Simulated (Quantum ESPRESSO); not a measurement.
# TiSn (Fm-3m) in Quantum ESPRESSO: notebook, part 3 of 4

Quantum ESPRESSO 7.5. Earlier steps stand in the parts before.

### Step 4. Phonons, LDA

pw.in

```
&CONTROL
  calculation = 'scf'
  prefix = 'pwscf'
  outdir = './tmp'
  pseudo_dir = './pseudo'
  tprnfor = .true.
  tstress = .true.
  disk_io = 'low'
/
&SYSTEM
  ibrav = 0
  A = 3.96057579
  nat = 2
  ntyp = 2
  ecutwfc = 84
  nbnd = 20
  occupations = 'smearing'
  smearing = 'mv'
  degauss = 0.01469973
/
&ELECTRONS
  conv_thr = 4d-10
  electron_maxstep = 120
  mixing_beta = 0.5
/
ATOMIC_SPECIES
Ti    47.8670 Ti.upf
Sn   118.7100 Sn.upf
CELL_PARAMETERS alat
   0.0000000000    0.7071067816    0.7071067816
   0.7071067816    0.0000000000    0.7071067816
   0.7071067816    0.7071067816    0.0000000000
ATOMIC_POSITIONS alat
Ti     0.0000000000    0.0000000000    0.0000000000
Sn     0.7071067816    0.7071067816    0.7071067816
K_POINTS automatic
8 8 8 0 0 0
```

relax.in

```
&CONTROL
  calculation = 'vc-relax'
  prefix = 'pwscf'
  outdir = './tmp'
  pseudo_dir = './pseudo'
  tprnfor = .true.
  tstress = .true.
  disk_io = 'low'
  nstep = 40
  forc_conv_thr = 0.0001
  etot_conv_thr = 1d-06
/
&SYSTEM
  ibrav = 0
  A = 3.96057579
  nat = 2
  ntyp = 2
  ecutwfc = 84
  nbnd = 20
  occupations = 'smearing'
  smearing = 'mv'
  degauss = 0.01469973
/
&ELECTRONS
  conv_thr = 4d-10
  electron_maxstep = 120
  mixing_beta = 0.5
/
&IONS
  ion_dynamics = 'bfgs'
/
&CELL
  cell_dynamics = 'bfgs'
  press = 0
  press_conv_thr = 0.2
/
ATOMIC_SPECIES
Ti    47.8670 Ti.upf
Sn   118.7100 Sn.upf
CELL_PARAMETERS alat
   0.0000000000    0.7071067816    0.7071067816
   0.7071067816    0.0000000000    0.7071067816
   0.7071067816    0.7071067816    0.0000000000
ATOMIC_POSITIONS alat
Ti     0.0000000000    0.0000000000    0.0000000000
Sn     0.7071067816    0.7071067816    0.7071067816
K_POINTS automatic
8 8 8 0 0 0
```

scf2.in

```
&CONTROL
  calculation = 'scf'
  prefix = 'pwscf'
  outdir = './tmp'
  pseudo_dir = './pseudo'
  tprnfor = .true.
  tstress = .true.
  disk_io = 'low'
/
&SYSTEM
  ibrav = 0
  A = 3.86270041
  nat = 2
  ntyp = 2
  ecutwfc = 84
  nbnd = 20
  occupations = 'smearing'
  smearing = 'mv'
  degauss = 0.01469973
/
&ELECTRONS
  conv_thr = 1d-13
  electron_maxstep = 120
  mixing_beta = 0.5
  startingpot = 'file'
  startingwfc = 'file'
/
ATOMIC_SPECIES
Ti    47.8670 Ti.upf
Sn   118.7100 Sn.upf
CELL_PARAMETERS alat
   0.0000000000    0.7071067815    0.7071067815
   0.7071067815    0.0000000000    0.7071067815
   0.7071067815    0.7071067815    0.0000000000
ATOMIC_POSITIONS alat
Ti     0.0000000000    0.0000000000    0.0000000000
Sn     0.7071067815    0.7071067815    0.7071067815
K_POINTS automatic
8 8 8 0 0 0
```

ph.in

```
phonons of TiSn
&INPUTPH
  prefix = 'pwscf'
  outdir = './tmp'
  tr2_ph = 1d-18
  fildyn = 'dyn'
  niter_ph = 90
  alpha_mix(1) = 0.4
/
0.3535533906 0.3535533906 0.3535533906
```

Potentials or basis: PseudoDojo 0.4.1 SR LDA standard.

Launch:

```
> OMP_NUM_THREADS=1 mpirun -n 4 pw.x -nk 4 -in pw.in > pw.out
> OMP_NUM_THREADS=1 mpirun -n 4 pw.x -nk 4 -in relax.in > relax.out
> OMP_NUM_THREADS=1 mpirun -n 4 pw.x -nk 4 -in scf2.in > scf2.out
> OMP_NUM_THREADS=1 mpirun -n 4 ph.x -nk 4 -in ph.in > ph.out
```

pw.out:

```text
This program is part of the open-source Quantum ESPRESSO suite
     for quantum simulation of materials; please cite
         "P. Giannozzi et al., J. Phys.:Condens. Matter 21 395502 (2009);
         "P. Giannozzi et al., J. Phys.:Condens. Matter 29 465901 (2017);
         "P. Giannozzi et al., J. Chem. Phys. 152 154105 (2020);
     in publications or presentations arising from this work. More details at

     Message from routine setup:
     using ibrav=0 with symmetry is DISCOURAGED, use correct ibrav instead

     K-points division:     npool     =       4
     Subspace diagonalization in iterative solution of the eigenvalue problem:
     a serial algorithm will be used

     G-vector sticks info
     --------------------
     sticks:   dense  smooth     PW     G-vecs:    dense   smooth      PW
     Sum        1285    1285    379                30827    30827    4909

     Using Slab Decomposition

     bravais-lattice index     =            0
     lattice parameter (alat)  =       7.4844  a.u.
     unit-cell volume          =     296.4535 (a.u.)^3
     number of atoms/cell      =            2
     number of atomic types    =            2
     number of electrons       =        26.00
     number of Kohn-Sham states=           20
     kinetic-energy cutoff     =      84.0000  Ry
     charge density cutoff     =     336.0000  Ry
     scf convergence threshold =      4.0E-10
     mixing beta               =       0.5000
     number of iterations used =            8  plain     mixing
     Exchange-correlation= SLA  PW   NOGX NOGC
                           (   1   4   0   0   0   0   0)

     celldm(1)=   7.484404  celldm(2)=   0.000000  celldm(3)=   0.000000
     celldm(4)=   0.000000  celldm(5)=   0.000000  celldm(6)=   0.000000

     crystal axes: (cart. coord. in units of alat)
               a(1) = (   0.000000   0.707107   0.707107 )
               a(2) = (   0.707107   0.000000   0.707107 )
               a(3) = (   0.707107   0.707107   0.000000 )

     reciprocal axes: (cart. coord. in units 2 pi/alat)
               b(1) = ( -0.707107  0.707107  0.707107 )
               b(2) = (  0.707107 -0.707107  0.707107 )
               b(3) = (  0.707107  0.707107 -0.707107 )

     PseudoPot. # 1 for Ti read from file:
     Ti.upf
     Pseudo is Norm-conserving + core correction, Zval = 12.0
     Generated using ONCVPSP code by D. R. Hamann
     Using radial grid of 1568 points,  6 beta functions with:
                l(1) =   0
                l(2) =   0
                l(3) =   1
                l(4) =   1
                l(5) =   2
                l(6) =   2

     PseudoPot. # 2 for Sn read from file:
     Sn.upf
     Pseudo is Norm-conserving + core correction, Zval = 14.0
     Generated using ONCVPSP code by D. R. Hamann
     Using radial grid of 1608 points,  6 beta functions with:
                l(1) =   0
                l(2) =   0
                l(3) =   1
                l(4) =   1
                l(5) =   2
                l(6) =   2

     atomic species   valence    mass     pseudopotential
     Ti               12.00    47.86700     Ti( 1.00)
     Sn               14.00   118.71000     Sn( 1.00)

     48 Sym. Ops., with inversion, found

   Cartesian axes

     site n.     atom                  positions (alat units)
         1        Ti     tau(   1) = (   0.0000000   0.0000000   0.0000000  )
         2        Sn     tau(   2) = (   0.7071068   0.7071068   0.7071068  )

     number of k points=    29  Marzari-Vanderbilt smearing, width (Ry)=  0.0147
                       cart. coord. in units 2pi/alat
        k(    1) = (   0.0000000   0.0000000   0.0000000), wk =   0.0039062
        k(    2) = (   0.0883883   0.0883883  -0.0883883), wk =   0.0312500
        k(    3) = (   0.1767767   0.1767767  -0.1767767), wk =   0.0312500
        k(    4) = (   0.2651650   0.2651650  -0.2651650), wk =   0.0312500
        k(    5) = (  -0.3535534  -0.3535534   0.3535534), wk =   0.0156250
        k(    6) = (   0.1767767   0.0000000   0.0000000), wk =   0.0234375
[... 21 lines left out ...]
        k(   28) = (  -0.7071068   0.1767767   0.0000000), wk =   0.0468750
        k(   29) = (  -0.7071068   0.3535534   0.0000000), wk =   0.0234375

     Dense  grid:    30827 G-vectors     FFT dimensions: (  45,  45,  45)

     Initial potential from superposition of free atoms

     starting charge      25.9974, renormalised to      26.0000
     Starting wfcs are   19 randomized atomic wfcs +    1 random wfcs

     Self-consistent Calculation

     iteration #  1     ecut=    84.00 Ry     beta= 0.50
     Davidson diagonalization with overlap
     ethr =  1.00E-02,  avg # of iterations =  3.5

     Threshold (ethr) on eigenvalues was too large:
     Diagonalizing with lowered threshold

     Davidson diagonalization with overlap
     ethr =  1.24E-04,  avg # of iterations =  2.8

     total energy              =    -275.85560905 Ry
     estimated scf accuracy    <       0.03397431 Ry
[... 50 lines left out ...]
     iteration #  9     ecut=    84.00 Ry     beta= 0.50
     Davidson diagonalization with overlap
     ethr =  4.71E-12,  avg # of iterations =  2.3

     End of self-consistent calculation

          k = 0.0000 0.0000 0.0000 (  3839 PWs)   bands (ev):

   -45.0272 -21.5925 -21.5925 -21.5925  -9.1005  -9.1005  -9.0315  -9.0315
    -9.0315   2.0254  11.7858  11.7858  11.7858  12.2015  12.2015  15.0117
    15.0117  15.0117  19.8066  20.0756

          k = 0.0884 0.0884-0.0884 (  3825 PWs)   bands (ev):
[... 19 lines left out ...]
   -45.0249 -21.6261 -21.6015 -21.6015  -9.0719  -9.0719  -9.0203  -9.0012
    -9.0012   4.6270   7.1420  10.2781  10.2781  12.6564  12.6564  13.1028
    17.0880  18.0010  18.0010  18.5813

          k = 0.1768 0.0000 0.0000 (  3831 PWs)   bands (ev):

   -45.0268 -21.5987 -21.5943 -21.5943  -9.0975  -9.0926  -9.0344  -9.0239
    -9.0239   2.3264  11.2529  11.6065  11.6669  11.6669  12.2569  14.9067
    14.9067  15.1844  19.6059  20.9044

          k = 0.2652 0.0884-0.0884 (  3841 PWs)   bands (ev):
[... 25 lines left out ...]
   -45.0256 -21.6143 -21.6001 -21.5989  -9.0867  -9.0759  -9.0239  -9.0140
    -9.0089   3.3904   9.3343  10.5251  10.6766  12.2078  12.5520  13.4586
    15.1068  17.7372  18.4863  19.7670

          k = 0.0000-0.1768 0.1768 (  3849 PWs)   bands (ev):

   -45.0264 -21.6040 -21.5962 -21.5957  -9.0933  -9.0867  -9.0289  -9.0237
    -9.0182   2.6237  10.7864  11.0624  11.2162  11.9546  12.3015  14.0885
    14.7923  16.7610  19.6524  19.9058

          k = 0.3536 0.0000 0.0000 (  3895 PWs)   bands (ev):

   -45.0258 -21.6108 -21.5985 -21.5985  -9.0902  -9.0862  -9.0414  -9.0062
    -9.0062   3.1511   9.7465  11.2169  11.5424  11.5424  12.3958  14.3579
    14.3579  15.4026  17.7680  19.3711

          k = 0.4419 0.0884-0.0884 (  3858 PWs)   bands (ev):
[... 13 lines left out ...]
   -45.0246 -21.6193 -21.6094 -21.6030  -9.0889  -9.0684  -9.0173  -9.0054
    -8.9971   4.7947   8.0620   9.4701  10.4944  12.5853  12.6204  13.1824
    14.2445  15.8395  17.7133  21.6281

          k = 0.0000-0.3536 0.3536 (  3845 PWs)   bands (ev):

   -45.0250 -21.6178 -21.6058 -21.6014  -9.0882  -9.0685  -9.0163  -9.0080
    -9.0060   4.1472   8.6765   9.7702  10.4831  12.3684  12.7680  13.6376
    13.9632  17.0590  18.0145  20.8879

          k = 0.5303 0.0000 0.0000 (  3872 PWs)   bands (ev):

   -45.0248 -21.6189 -21.6027 -21.6027  -9.0972  -9.0828  -9.0484  -8.9898
    -8.9898   4.1776   8.7359  10.8752  11.6828  11.6828  12.5425  13.4923
    13.4923  14.7007  16.2050  19.2568

          k =-0.0884-0.6187 0.6187 (  3873 PWs)   bands (ev):

   -45.0245 -21.6196 -21.6061 -21.6039  -9.1013  -9.0782  -9.0453  -8.9880
    -8.9864   4.6430   8.5466  10.2194  11.3523  11.9117  12.8475  13.0469
    13.5011  14.0881  16.8444  19.5149

          k = 0.0000-0.5303 0.5303 (  3871 PWs)   bands (ev):

   -45.0244 -21.6164 -21.6123 -21.6041  -9.0977  -9.0720  -9.0321  -8.9949
    -8.9897   4.9155   8.7832   9.0226  10.8312  12.1588  12.7838  13.2144
    13.7667  14.4886  17.5379  20.8279

          k =-0.7071 0.0000 0.0000 (  3892 PWs)   bands (ev):

   -45.0245 -21.6211 -21.6043 -21.6043  -9.1068  -9.0798  -9.0513  -8.9833
    -8.9833   4.6944   8.4244  10.7448  11.9261  11.9261  12.6058  12.9534
    12.9534  13.7776  16.2017  19.2252

          k = 0.3536 0.1768 0.0000 (  3851 PWs)   bands (ev):

   -45.0255 -21.6135 -21.6007 -21.5995  -9.0883  -9.0789  -9.0328  -9.0071
    -9.0061   3.4306   9.4708  10.5062  10.9016  12.0468  12.5893  13.8539
    14.2876  16.5168  18.6851  19.7827

          k =-0.2652-0.4419 0.6187 (  3862 PWs)   bands (ev):
[... 19 lines left out ...]
   -45.0245 -21.6169 -21.6103 -21.6054  -9.0965  -9.0709  -9.0273  -9.0033
    -8.9869   4.8814   8.5868   9.4055  10.4076  12.4904  12.8486  13.0285
    13.9000  14.2429  18.6775  20.9119

          k = 0.0000-0.3536 0.5303 (  3855 PWs)   bands (ev):

   -45.0246 -21.6168 -21.6108 -21.6045  -9.0934  -9.0687  -9.0152  -9.0131
    -8.9907   4.8203   8.4921   9.3113  10.3691  12.6000  12.6733  13.4423
    13.5729  14.9406  19.0772  21.0286

          k =-0.7071 0.1768 0.0000 (  3858 PWs)   bands (ev):

   -45.0244 -21.6187 -21.6068 -21.6063  -9.1027  -9.0750  -9.0408  -8.9927
    -8.9833   4.8385   8.6082  10.0323  10.5936  12.5046  12.9532  12.9836
    13.1473  13.8963  17.6434  19.6990

          k =-0.7071 0.3536 0.0000 (  3852 PWs)   bands (ev):

   -45.0244 -21.6128 -21.6128 -21.6082  -9.1000  -9.0688  -9.0162  -9.0162
    -8.9833   5.0041   9.1605   9.1605   9.8149  12.9388  12.9388  12.9530
    13.2545  13.9441  20.7501  20.8202

     the Fermi energy is    11.7056 ev

!    total energy              =    -275.86504370 Ry
     estimated scf accuracy    <          3.8E-10 Ry
     smearing contrib. (-TS)   =      -0.00005148 Ry
     internal energy E=F+TS    =    -275.86499222 Ry

     The total energy is F=E-TS. E is the sum of the following terms:
     one-electron contribution =     -93.30655394 Ry
     hartree contribution      =      60.01231698 Ry
     xc contribution           =     -60.70149636 Ry
     ewald contribution        =    -181.86925891 Ry

     convergence has been achieved in   9 iterations

     Forces acting on atoms (cartesian axes, Ry/au):

     atom    1 type  1   force =     0.00000000    0.00000000    0.00000000
     atom    2 type  2   force =     0.00000000    0.00000000    0.00000000

     Total force =     0.000000     Total SCF correction =     0.000000

     Computing stress (Cartesian axis) and pressure

          total   stress  (Ry/bohr**3)                   (kbar)     P=      -63.76
  -0.00043346  -0.00000000   0.00000000          -63.76       -0.00        0.00
  -0.00000000  -0.00043346  -0.00000000           -0.00      -63.76       -0.00
   0.00000000  -0.00000000  -0.00043346            0.00       -0.00      -63.76

=------------------------------------------------------------------------------=
   JOB DONE.
=------------------------------------------------------------------------------=
```

Run time: 6.4 min. Hardware: 4 MPI ranks of Intel Xeon Platinum 8488C (Sapphire Rapids), shared host; peak memory 0.36 GiB.

What came out:

```yaml
Free_energy: -3753.4026 eV
Relaxed_volume: 20.38 Å³/atom
Relaxed_cell: a = 3.863 Å, b = 3.863 Å, c = 3.863 Å, α = 60.00°, β = 60.00°, γ = 60.00°
Space_group_after_relaxing_to_0.05_Å: Fm-3m (No. 225)
Pressure_after_relaxing: 0.0 GPa
Band_gap_on_the_k_mesh: none (metal or under the smearing width)
Highest_phonon_frequency_at_the_q_point_run: 242 cm⁻¹
```

Step by step:
| step | energy change (eV) | largest force (eV/Å) | pressure (GPa) | volume (Å³) |
| --- | --- | --- | --- | --- |
| 1 | 0.0000 | 0.0000 | -6.38 | 43.93 |
| 2 | -0.0455 | 0.0000 | -3.86 | 42.52 |
| 3 | -0.0671 | 0.0000 | 0.59 | 40.51 |
| 4 | -0.0676 | 0.0000 | -0.04 | 40.77 |
| 5 | -0.0676 | 0.0000 | 0.00 | 40.75 |

Final structure:
```yaml
crystal:
  lattice:
    - [0.00000, 2.73134, 2.73134]
    - [2.73134, 0.00000, 2.73134]
    - [2.73134, 2.73134, 0.00000]
  atoms:
    - { symbol: Ti, position: [0.00000, 0.00000, 0.00000] }
    - { symbol: Sn, position: [0.50000, 0.50000, 0.50000] }
```

Levels at points of the mesh, in eV from the Fermi level:
```csv
k point,band 11,band 12,band 13,band 14,band 15,band 16
"(0.00, 0.00, 0.00)",0.07,0.07,0.07,0.57,0.57,3.63
"(0.00, 0.00, -0.50)",-4.86,-1.54,-1.54,1.04,1.04,1.57
"(0.00, -0.50, -0.50)",-3.49,-1.10,0.28,0.28,1.03,1.38
```

Phonon frequencies in cm⁻¹ (negative: imaginary):
```
              q point              frequencies
(0.500, 0.500, 0.500)  146 146 160 202 202 242
```

Phonon modes at q = (0.500, 0.500, 0.500) in reciprocal lattice units:
```
mode  symmetry  cm⁻¹
   1       E_g   146
   2       E_g   146
   3      A_1g   160
   4       E_u   202
   5       E_u   202
   6      A_2u   242
```

(Part 3 of 4 ends here.)
